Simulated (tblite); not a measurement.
# C5H12BBrO: the cost of one run

Programs: tblite 0.8.0 and PySCF 2.14.0, with density-fitted response routines of our own. Each step states its level of theory. These are calculated values for one molecule in the gas phase, unless marked as measured. Atoms are numbered from 0 throughout.

## Step 1: Starting geometry

20 atoms, charge 0, multiplicity 1; geometry from: force field or distance geometry start.

Bonds of the start (Å): C0–C1 1.48, C1–C2 1.52, C2–O3 1.36, O3–C4 1.38, O3–B5 1.48, B5–C6 1.59, C6–Br7 1.96, B5–C1 1.58, C0–H8 1.12, C0–H9 1.10, C0–H10 1.11, C1–H11 1.10, C2–H12 1.11, C2–H13 1.10, C4–H14 1.12, C4–H15 1.11, C4–H16 1.11, B5–H17 1.19, C6–H18 1.09, C6–H19 1.11.

## Step 2: Geometry optimisation with GFN2-xTB

The job: settings as JSON, then the geometry in Å.

```
{"job": {"kind": "relax", "xc": "GFN2-xTB", "basis": "xTB"}, "charge": 0, "multiplicity": 1}
C     -1.762900    -1.306400    -0.018700
C     -0.974900    -0.092400     0.291200
C     -0.630400     0.792500    -0.894900
O      0.621600     0.906500    -0.370000
C      0.929300     2.059400     0.324000
B      0.576900    -0.274400     0.521500
C      1.301700    -1.476200    -0.225200
Br     3.168800    -1.434000     0.357100
H     -2.728000    -1.220600     0.550500
H     -1.295800    -2.270900     0.213700
H     -2.038200    -1.276800    -1.096900
H     -1.405200     0.497400     1.108000
H     -1.289800     1.685500    -0.820300
H     -0.735900     0.206500    -1.817700
H      0.821800     2.924300    -0.385000
H      1.967700     1.963000     0.704800
H      0.214800     2.150500     1.171500
H      0.999400    -0.017600     1.601100
H      1.326800    -1.335400    -1.302400
H      0.927300    -2.470200     0.084800
```

The run is started by

```bash
$ OMP_NUM_THREADS=1 python probes_run.py task.json out
```

This one command runs all jobs of the session in turn.

**Question.** How long does this first job take on 1 thread of Arm Neoverse N1, shared host, and how much memory does it need?

About 2.1 s, with a peak of 0.18 GiB.
